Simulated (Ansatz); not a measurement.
# ZnIn₃, space group Fm-3m: a comparison of norm-conserving and PAW potentials

Program: Ansatz's Python interface.

`znin3.xyz`
```text
4
Lattice="0.0 3.690731 3.690731 3.690731 0.0 3.690731 3.690731 3.690731 0.0" Properties=species:S:1:pos:R:3 pbc="T T T"
Zn    0.00000000    0.00000000    0.00000000
In    1.84536550    1.84536550    1.84536550
In    5.53609650    5.53609650    5.53609650
In    3.69073100    3.69073100    3.69073100
```

`nc_paw_znin3.py`:
```python
import ansatz as az
import numpy as np


def count_gap(report):
    # lowest empty less highest filled band, counting bands; zero where they overlap
    return max(report.get("gap_by_band_count_ev") or 0.0, 0.0)

znin3 = az.Crystal.from_extxyz("znin3.xyz")

base = znin3.calculation()
base = base.functional(az.Functional.PBESOL).kpoints(6, 6, 6)
base = base.occupations("Fermi-Dirac", width=0.05)
base = base.stress().forces()
base = base.band_table()
variants = {
    "PAW": base.pseudopotentials("paw"),
    "norm-conserving": base.pseudopotentials("nc"),
}
rows = []
for label, variant in variants.items():
    rep = variant.run(threads=1, pin="off").report
    levels = np.array(rep["eigenvalues_ev"][0]) - rep["fermi_energy_ev"]
    print(label, "levels at the first k-point near E_F:", np.round(levels[np.abs(levels) < 5], 3))
    rows.append((label, rep["n_electrons"], np.trace(rep["stress_gpa"]) / 3, count_gap(rep)))
lines = [",".join(["treatment", "electrons in bands", "P GPa", "gap by band count eV"])] + [",".join(f"{v:.4f}" if isinstance(v, float) else str(v) for v in row) for row in rows]
print("\n".join(lines))
with open("nc_paw.csv", "w") as handle:
    handle.write("\n".join(lines) + "\n")
```

```console
$ python nc_paw_znin3.py
DeckWarning: basis.ecutwfc = 420 eV, auto-derived from the records' recommended cutoffs: set by Zn (normal level)
PAW levels at the first k-point near E_F: [-1.863 -1.248  0.538  0.538  0.538  0.771  0.771  0.771  1.942  2.046]
DeckWarning: basis.ecutwfc = 1142.878222 eV, auto-derived from the records' recommended cutoffs: set by Zn (normal level)
norm-conserving levels at the first k-point near E_F: [-1.866 -1.248  0.539  0.539  0.539  0.771  0.771  0.771  1.932  2.055
  2.055]
treatment,electrons in bands,P GPa,gap by band count eV
PAW,51.0000,-3.0161,0.0000
norm-conserving,59.0000,-2.9972,0.0000
```
(Warnings from the package without file and line.)

PAW gives -3.016 GPa and norm-conserving -2.997 GPa, 0.019 GPa apart. They took 2.5 and 8.9 s of processor time.

Caveats:
- The computed bands are complete only to about 2.0 eV above the Fermi level.
- For a metal this k-point mesh is coarse: on a finer one energies can move by several to tens of meV an atom and pressures by half a GPa or more, differences at one mesh by less.
- A gap by band count of zero or less means overlapping bands, a metal, and at an odd count of electrons it is no gap at all.
- This cell is a computed structure, which may not be the phase found in nature.
- Gaps and levels are Kohn-Sham values on a finite set of k-points, without spin-orbit coupling.
- Stress is positive in compression.
- It ran for 12 s on 1 thread of Intel(R) Xeon(R) Processor @ 2.30GHz, with other jobs on the host, peak memory 0.76 GiB.
